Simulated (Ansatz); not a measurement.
Run this with the Python package of Ansatz (0.2.0) and show what comes out.

The script reads `cahn.extxyz`:
```text
3
Lattice="-1.76404072 1.76404072 2.83903411 1.76404072 -1.76404072 2.83903411 1.76404072 1.76404072 -2.83903411" Properties=species:S:1:pos:R:3 pbc="T T T"
Ca    0.00000000   -0.00000000    0.29364646
H     0.00000000   -0.00000000    3.63359708
N    -0.00000000    0.00000000    2.60254058
```

The script, `run_dscf.py`:
```python
# -*- coding: utf-8 -*-
'''Delta-SCF excitation at one k-point of CaHN.'''

import ansatz as az

FUNCTIONAL = 'mr2scan'
KMESH = (1, 1, 1)
OCCUPATIONS = 'fermi_dirac'
WIDTH_EV = 0.01
EXTRA_BANDS = 4

xtal = az.Crystal.from_extxyz('cahn.extxyz')

ground = (
    xtal.calculation()
    .functional(FUNCTIONAL)
    .eigensolver('davidson', full_accuracy=True)
    .pseudopotentials('nc')
    .kpoints(*KMESH)
    .occupations(OCCUPATIONS, width=WIDTH_EV)
    .scf(extra_bands=EXTRA_BANDS)
    .band_table()
)
excited = ground.excitation(hole_k=0, hole_band='v1', hole_track='overlap', particle_k=0, particle_band='c1', particle_track='overlap')
low, high = ground.run(threads=1, backend='cpu').report, excited.run(threads=1, backend='cpu').report
share = low['kweights'][0]
top = round(low['n_electrons'] / 2)
print('Kohn-Sham gap at the first k-point:', round(low['eigenvalues_ev'][0][top] - low['eigenvalues_ev'][0][top - 1], 3), 'eV')
print('energy difference per cell:', round(high['lagrangian_ev'] - low['lagrangian_ev'], 4), 'eV; weight of the point', round(share, 4))
print('per electron moved:', round((high['lagrangian_ev'] - low['lagrangian_ev']) / share, 3), 'eV')
```

Running `python run_dscf.py` prints:
```text
DeckWarning: basis.ecutwfc = 1252 eV, auto-derived from the records' recommended cutoffs: set by N (normal level)
DeckWarning: hamiltonian.xc reads the kinetic-energy density τ on the library's norm-conserving files, and those of Ca, H were made for PBE. With hamiltonian.pseudopotentials.accuracy and source left out, as here, a run under PBE reads other files of H, this [...]
RunWarning: ΔSCF hole: seed band 7 (bands are counted from 0) lies in a 2-fold degenerate manifold [6, 7] at 1.0e-4 eV resolution, on a gap of 1.93e0 eV certified (the least, over the bands outside them, of the distance in energy less both bands' residual [...]
Kohn-Sham gap at the first k-point: 1.929 eV
energy difference per cell: 2.1364 eV; weight of the point 1.0
per electron moved: 2.136 eV
```
(Warnings from the package without file and line, shortened.)

These settings explore the input space; cutoff and mesh may be short of convergence. Semilocal gaps usually lie well under measured ones. Such functionals run on norm-conserving files made under PBE, which can move pressures by some GPa. The computed bands are complete only to about 3.8 eV above the Fermi level. Energy and stress may still move on a finer k-point mesh. This cell is a computed structure, which may not be the phase found in nature. Levels are Kohn-Sham eigenvalues on this mesh. One k-point of a small cell stands for a dense array of excitations, so this isn't the optical gap of the solid. Timing: 3.9 s on 1 thread of Arm Neoverse V1, on a shared host, peak memory 0.34 GiB.

(A comment or docstring line of the script was reworded after the run, the code is as it ran; lines on the test bed's own set-up are left out of the output.)
